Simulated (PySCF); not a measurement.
# C4H12Si3: electronic excitations

Aim: predict the electronic excitations of C4H12Si3 (`C#C[SiH2][SiH2][SiH2]CC`).

The runs use PySCF 2.14.0, with density-fitted response routines of our own; the level of theory stands in each step. All values are computed, except where a source is named. Atoms are numbered from 0 throughout.

## Step 1: The molecule as given

19 atoms, charge 0, multiplicity 1; geometry from: GFN2-xTB.

Bonds of the start (Å): C0–C1 1.20, C1–Si2 1.85, Si2–Si3 2.32, Si3–Si4 2.31, Si4–C5 1.90, C5–C6 1.52, C0–H7 1.05, Si2–H8 1.47, Si2–H9 1.47, Si3–H10 1.47, Si3–H11 1.47, Si4–H12 1.47, Si4–H13 1.47, C5–H14 1.09, C5–H15 1.09, C6–H16 1.09, C6–H17 1.09, C6–H18 1.09.

## Step 2: TDDFT and polarisability: CAM-B3LYP/def2-SVPD

The job: settings as JSON, then the geometry in Å.

```
{"job": {"kind": "uv", "xc": "CAM-B3LYP", "basis": "def2-SVPD", "nstates": 8, "ntriplets": 3}, "charge": 0, "multiplicity": 1}
C      2.257488     1.863675    -1.570936
C      2.492471     1.009483    -0.757748
Si     2.816664    -0.330044     0.479735
Si     1.059207    -1.848072     0.432605
Si    -1.049376    -0.991586     0.855098
C     -1.483508     0.343349    -0.432451
C     -2.806508     1.037191    -0.137155
H      2.062439     2.615663    -2.281617
H      4.144015    -0.859189     0.133503
H      2.953604     0.359987     1.772160
H      1.091151    -2.559740    -0.857635
H      1.352088    -2.911827     1.409599
H     -2.137806    -1.982491     0.843210
H     -1.117463    -0.357367     2.182089
H     -0.688151     1.090981    -0.473264
H     -1.529173    -0.106156    -1.426766
H     -3.620322     0.315376    -0.109491
H     -2.767045     1.537438     0.828318
H     -3.039579     1.782578    -0.896716
```

Level: TDDFT CAM-B3LYP/def2-SVPD, vertical, gas phase, core orbitals frozen in the response.

On the command line:

```console
$ OMP_NUM_THREADS=1 python probes_run.py task.json out
```

The driver reads the jobs from task.json and runs them one after another.

Standard output:

```text
coarse grid: 16656 points
cycle   1  E = -1027.3980916527  dE =  2.979e-01  |g| = 3.921e-01  |ddm| = 8.241e+00
cycle   2  E = -1027.4181471341  dE = -2.006e-02  |g| = 3.126e-01  |ddm| = 1.678e+00
cycle   3  E = -1027.4451566589  dE = -2.701e-02  |g| = 5.354e-02  |ddm| = 5.209e-01
cycle   4  E = -1027.4455939695  dE = -4.373e-04  |g| = 3.961e-02  |ddm| = 2.020e-01
cycle   5  E = -1027.4459886041  dE = -3.946e-04  |g| = 8.430e-03  |ddm| = 6.388e-02
cycle   6  E = -1027.4460068420  dE = -1.824e-05  |g| = 1.839e-03  |ddm| = 1.951e-02
cycle   7  E = -1027.4460078808  dE = -1.039e-06  |g| = 3.096e-04  |ddm| = 4.379e-03
final grid: 145080 points
cycle   8  E = -1027.5908296566  dE = -2.546e-05  |g| = 2.571e-03  |ddm| = 7.246e-02
cycle   9  E = -1027.5908300888  dE = -4.321e-07  |g| = 2.333e-03  |ddm| = 1.046e-02
cycle  10  E = -1027.5908315162  dE = -1.427e-06  |g| = 1.587e-04  |ddm| = 3.203e-03
cycle  11  E = -1027.5908315229  dE = -6.718e-09  |g| = 9.271e-05  |ddm| = 5.690e-04
cycle  12  E = -1027.5908315253  dE = -2.377e-09  |g| = 2.417e-05  |ddm| = 1.836e-04
cycle  13  E = -1027.5908315254  dE = -1.232e-10  |g| = 1.211e-05  |ddm| = 4.809e-05
converged SCF energy = -1027.5908315254

Static polarisability (au): isotropic 131.804, principal 105.985 141.934 147.492

Singlet excitations
state   eV       nm        f      main configurations
  1   6.0578    204.7   0.00421   H->L+2 0.20, H-2->L+1 0.18, H->L 0.14
  2   6.3022    196.7   0.01199   H->L+1 0.33, H-2->L+2 0.16, H-2->L 0.10
  3   6.3234    196.1   0.00506   H-2->L+1 0.54
  4   6.7836    182.8   0.19344   H->L 0.63, H->L+2 0.14
  5   6.9812    177.6   0.01753   H-1->L 0.41, H->L+2 0.26
  6   7.1031    174.5   0.00546   H-1->L 0.39, H->L+3 0.16
  7   7.4123    167.3   0.01670   H-2->L 0.67, H-2->L+2 0.10
  8   7.4957    165.4   0.04000   H->L+1 0.30, H-1->L+1 0.20, H->L+2 0.08

Triplet excitations (Tamm-Dancoff, eV): 5.0510 5.4859 5.5003
```

Run time: 2.3 min. Hardware: 1 thread of Arm Neoverse N1, shared host; peak memory 1.2 GiB.

The orbitals next to the gap, with their largest atomic shares:

| orbital | eV | atoms |
| --- | --- | --- |
| HOMO−3 | -10.18 | Si4 24 %, C5 19 %, H13 11 % |
| HOMO−2 | -9.59 | C1 39 %, C0 38 %, Si2 8 % |
| HOMO−1 | -9.43 | Si4 19 %, Si3 18 %, C5 17 % |
| HOMO | -9.13 | Si3 20 %, C1 18 %, C0 18 % |
| LUMO | 0.48 | Si2 22 %, Si4 19 %, Si3 17 % |
| LUMO+1 | 0.87 | C0 19 %, C1 19 %, Si3 16 % |
| LUMO+2 | 0.97 | Si2 21 %, Si3 18 %, C1 12 % |

With each of the 8 states as a Gaussian band of 0.4 eV half-width at 1/e, the curve within the window shown has maxima at 182 nm (ε 8,800) L/(mol cm). Beyond the last state computed it falls off for lack of states. The curve at chosen wavelengths:

nm, ε (L/mol/cm) and a bar:
```
      159       1228 ####
      162       2012 #######
      164       2506 ########
      167       3181 ###########
      170       3996 ##############
      173       5232 ##################
      175       6275 #####################
      178       7815 ###########################
      181       8739 ##############################
      183       8782 ##############################
      186       7983 ###########################
      189       6491 ######################
      192       4819 ################
      194       3806 #############
      197       2583 #########
      200       1725 ######
      203       1155 ####
      205        887 ###
      208        597 ##
      211        397 #
      213        299 #
      216        190 #
      219        117 
      222         69 
      224         47 
      227         26
```

Leading natural transition orbitals of singlet state 4: the hole lies on Si3 25 %; Si2, Si4 about 14 % each; C0 11 %; the particle on Si3 18 %; Si2, Si4 about 12 % each; H8 13 %.

Leading natural transition orbitals of singlet state 1: the hole lies on C0, C1 about 40 % each; the particle on C0, C1 about 29 % each; H7 13 %; Si2 10 %.

Further results of this job:

```csv
property,computed
dipole moment (D),0.83
polarisability (Å³),19.53
HOMO–LUMO gap (eV),9.61
−ε(HOMO) (eV),9.13
```

Orbitals, density, ELF and potential are computed afterwards from the orbital file.

Frontier orbitals at CAM-B3LYP/def2-SVPD, with the share of their density that lies nearest to each atom:

```csv
orbital,energy (eV),lies on
HOMO,-9.13,C0 20 %; Si3 19 %; C1 15 %
LUMO,0.48,"Si2, Si3 about 14 % each; H8 14 %; Si4 11 %"
```

ELF in a plane through or near 10 of the atoms.

Values, 10 rows by 14 columns:
```
0.00 0.00 0.00 0.00 0.00 0.00 0.00 0.00 0.00 0.00 0.00 0.00 0.00 0.00
0.00 0.00 0.00 0.00 0.01 0.26 0.01 0.00 0.00 0.00 0.00 0.00 0.00 0.00
0.00 0.00 0.00 0.09 0.47 1.00 0.72 0.00 0.00 0.00 0.00 0.00 0.00 0.00
0.00 0.00 0.00 0.36 0.87 0.43 0.55 0.01 0.08 0.10 0.99 0.51 0.00 0.00
0.00 0.00 0.20 0.12 0.88 0.70 0.05 0.92 0.88 0.64 0.88 0.14 0.00 0.00
0.00 0.27 1.00 0.99 0.11 0.82 0.27 0.39 0.91 0.45 0.99 0.99 0.02 0.00
0.00 0.00 0.48 0.18 0.59 0.32 0.22 0.34 0.15 0.67 0.01 0.03 0.00 0.00
0.00 0.00 0.00 0.01 0.88 1.00 0.58 0.18 0.98 1.00 0.23 0.00 0.00 0.00
0.00 0.00 0.00 0.00 0.38 0.95 0.17 0.00 0.02 0.02 0.00 0.00 0.00 0.00
0.00 0.00 0.00 0.00 0.00 0.00 0.00 0.00 0.00 0.00 0.00 0.00 0.00 0.00
```
The map spans 13.7 Å across and 12.5 Å up, centred on the molecule. Atoms in the plane (x, y in Å): C0 (-2.0, 2.7), C1 (-2.3, 1.6), Si3 (-1.3, -1.7), C5 (1.5, 0.3), H7 (-1.6, 3.7), H8 (-4.2, -0.3), H11 (-1.8, -3.0), H12 (1.8, -2.4), H16 (3.6, -0.1), H18 (3.3, 1.6).

log10 of the density (e/Å³) in the same plane.

Values, 10 rows by 14 columns:
```
-4.0 -4.0 -4.0 -4.0 -4.0 -4.0 -4.0 -4.0 -4.0 -4.0 -4.0 -4.0 -4.0 -4.0
-4.0 -4.0 -4.0 -3.7 -2.7 -2.2 -2.8 -4.0 -4.0 -4.0 -4.0 -4.0 -4.0 -4.0
-4.0 -4.0 -3.8 -2.3 -1.0  0.1 -1.2 -2.9 -4.0 -3.7 -3.4 -3.8 -4.0 -4.0
-4.0 -4.0 -3.0 -1.5 -0.1  0.4 -1.1 -2.0 -1.9 -1.7 -1.0 -2.0 -3.6 -4.0
-4.0 -3.1 -1.9 -1.2 -0.1 -0.3 -1.6 -0.6  0.1 -0.2  0.1 -1.4 -2.9 -4.0
-4.0 -2.4 -0.7 -0.1 -0.3 -0.5 -1.1 -0.7  0.1 -0.4  0.0 -0.9 -2.8 -4.0
-4.0 -3.1 -2.0 -1.5 -0.8  0.5 -0.1 -0.2  0.1 -0.9 -2.0 -2.6 -3.7 -4.0
-4.0 -4.0 -3.8 -2.6 -1.1  0.2 -0.8 -1.3 -0.7 -0.9 -2.3 -3.8 -4.0 -4.0
-4.0 -4.0 -4.0 -3.4 -2.3 -1.7 -2.2 -2.9 -2.7 -2.8 -3.6 -4.0 -4.0 -4.0
-4.0 -4.0 -4.0 -4.0 -4.0 -3.8 -4.0 -4.0 -4.0 -4.0 -4.0 -4.0 -4.0 -4.0
```
The map spans 13.7 Å across and 12.5 Å up, centred on the molecule. Atoms in the plane (x, y in Å): C0 (-2.0, 2.7), C1 (-2.3, 1.6), Si3 (-1.3, -1.7), C5 (1.5, 0.3), H7 (-1.6, 3.7), H8 (-4.2, -0.3), H11 (-1.8, -3.0), H12 (1.8, -2.4), H16 (3.6, -0.1), H18 (3.3, 1.6).

On the surface of density 0.002 e/bohr³ the electrostatic potential runs, from the 1st to the 99th percentile, from -0.71 V near C1 to 1.29 V near H7.

## Step 3: What came out

```
                                quantity                        value
    lowest singlet (CAM-B3LYP/def2-SVPD)  6.06 eV (205 nm), f = 0.004
brightest single state of those computed  state 4, 6.78 eV, f = 0.193
                          lowest triplet                      5.05 eV
   surface potential, 1st and 99th percentile           -0.71 V and 1.29 V
```

**Reading.** The first singlet state (HOMO→LUMO+2 0.20, HOMO−2→LUMO+1 0.18) lies at 6.06 eV and is weak; of the 8 states computed, the strongest absorption comes from state 4 at 6.78 eV. The lowest triplet lies 1.01 eV below the lowest singlet (triplets in Tamm-Dancoff, singlets in full TDDFT).
